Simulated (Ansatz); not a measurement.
# CBrClF2: small, medium and large basis sets

An exercise on one series of results from a longer session: the logs are not shown, and one member is left open.

Method: one geometry, several basis sets; program: Ansatz 0.2.0, Gaussian basis.

Plan: PBE0-D4/def2-SVP; ωB97M-V/def2-SVP; PBE0-D4/def2-QZVPP; ωB97M-V/def2-QZVPP; the functionals' def2-TZVPP values are taken from earlier runs.

**The geometry**

The geometry comes from an earlier relaxation with PBE0-D4 in a triple-zeta def2 set; it is a stationary point.

SMILES `FC(F)(Cl)Br`, 5 atoms, charge 0, spin multiplicity 1.

Atoms are counted from 1 here; the program's logs count them from 0.

Bond lengths: F1–C2 1.325 Å, C2–F3 1.325 Å, C2–Cl4 1.755 Å, C2–Br5 1.936 Å. Angles: F1–C2–F3 108.1°, F1–C2–Cl4 109.5°, F1–C2–Br5 109.1°, F3–C2–Cl4 109.5°, F3–C2–Br5 109.1°, Cl4–C2–Br5 111.6°.

As a file:

| atom | x (Å) | y (Å) | z (Å) |
| --- | --- | --- | --- |
| F1 | -1.1095 | 0.0248 | 0.8131 |
| C2 | -0.0198 | -0.0871 | 0.0671 |
| F3 | 0.8236 | -0.8975 | 0.6904 |
| Cl4 | -0.4448 | -0.7706 | -1.4923 |
| Br5 | 0.8004 | 1.6568 | -0.1197 |

The first run:

The input, in.yaml:

```yaml
crystal:
  periodic: [false, false, false]
  atoms:
    - {symbol: F, position_ang: [-1.109486, 0.024784, 0.813074]}
    - {symbol: C, position_ang: [-0.019788, -0.087148, 0.067127]}
    - {symbol: F, position_ang: [0.823628, -0.897482, 0.690359]}
    - {symbol: Cl, position_ang: [-0.444829, -0.770566, -1.492256]}
    - {symbol: Br, position_ang: [0.800375, 1.656812, -0.119704]}
basis:
  gaussian: {orbitals: def2-SVP}
hamiltonian: {xc: pbe0, dispersion: d4}
output: {orbitals: {seedname: orbitals}}
```

Among the steps run: PBE0-D4 in def2-SVP; ωB97M-V in def2-SVP; PBE0-D4 in def2-QZVPP; ωB97M-V in def2-QZVPP.

One of the session's tables, all rows but one given; the rest of the session is left out.

It belongs to the step «Density functionals: the series». 

| functional | basis | HOMO (eV) |
| --- | --- | --- |
| PBE0-D4 | def2-SVP | -8.76 |
| PBE0-D4 | def2-TZVPP | -8.87 |
| PBE0-D4 | def2-QZVPP | ? |
| ωB97M-V | def2-SVP | -10.98 |
| ωB97M-V | def2-TZVPP | -11.12 |
| ωB97M-V | def2-QZVPP | -11.16 |

Q: Estimate the row for PBE0-D4, def2-QZVPP from the others.

The run gave: HOMO (eV): -8.90. In the column «HOMO (eV)» it lies between ωB97M-V, def2-SVP (-10.98) and PBE0-D4, def2-TZVPP (-8.87).
